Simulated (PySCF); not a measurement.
# CHBBrF3O: the cost of one run

Programs: PySCF 2.14.0, with density-fitted response routines of our own. Each step states its level of theory. These are calculated values for one molecule in the gas phase, unless marked as measured. Atoms are numbered from 0 throughout.

**1. The molecule as given**

8 atoms, charge 0, multiplicity 1; geometry from: GFN2-xTB. The atoms were then displaced at random by about 0.01 Å, so the start is not that level's minimum.

Bonds of the start (Å): F0–C1 1.32, C1–F2 1.34, C1–F3 1.29, C1–O4 1.33, O4–B5 1.36, B5–Br6 1.85, B5–H7 1.17.

**2. Geometry optimisation at PBE0-D3(BJ)/def2-SVP**

The job: settings as JSON, then the geometry in Å.

```
{"job": {"xc": "PBE0", "basis": "def2-SVP", "d3": "d3bj", "grid": 1, "shake": 0.01, "kind": "geom"}, "charge": 0, "multiplicity": 1}
F     -1.353750     0.080750    -1.169480
C     -1.063250    -0.109470     0.107290
F     -1.284140     1.053590     0.733640
F     -1.896810    -0.974380     0.587500
O      0.174480    -0.562340     0.251370
B      1.298560     0.109980    -0.130270
Br     2.887730    -0.779380     0.217840
H      1.292320     1.162110    -0.650360
```

Command:

```sh
> OMP_NUM_THREADS=1 python probes_run.py task.json out
```

The driver reads the jobs from task.json and runs them one after another.

**Question.** How long does this first job take on 1 thread of Arm Neoverse V1, shared host, and how much memory does it need?

About 52 s, with a peak of 0.5 GiB.
